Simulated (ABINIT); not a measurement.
Cd2S, 3 atoms in the cell. The structure is trigonal, space group P3m1 (No. 156). Conventional cell: a = 3.963 Å, b = 3.963 Å, c = 5.809 Å, α = 90.00°, β = 90.00°, γ = 120.00°. Cd (site symmetry 3m) is surrounded by 1 S at 2.52 Å. Cd (site symmetry 3m) has 3 S at 2.60 Å as nearest neighbours. S (site symmetry 3m) is surrounded by 4 Cd at 2.52 to 2.60 Å. The cell comes from a database or a generator and needn't be the stable form of this composition.

| Item | Value |
| --- | --- |
| Program | ABINIT 10.8.3 (patched build) |
| Task | single point |
| Functional | LDA |
| Potentials or basis | PseudoDojo NC SR LDA v0.4.1 standard |
| Cutoff | 1252 eV |
| k mesh | 6 × 6 × 4 |
| Occupations | fermi-dirac, width 0.05 eV |
| Spin | no spin polarisation |

Potentials or basis: PseudoDojo NC SR LDA v0.4.1 standard.

The run is started by

```console
$ mpirun --bind-to none -np 4 abinit run.abi > log 2>&1
```

Hardware: 4 MPI ranks on Arm Neoverse V2, on a shared host.

Task: How long does it take, and how much memory?

Result: Wall time 71 s on 4 MPI ranks on Arm Neoverse V2, on a shared host, peak memory 0.44 GiB a rank. Counts: scf iterations 17, mpi ranks 4, k points 24, bands 28, plane waves 7990.
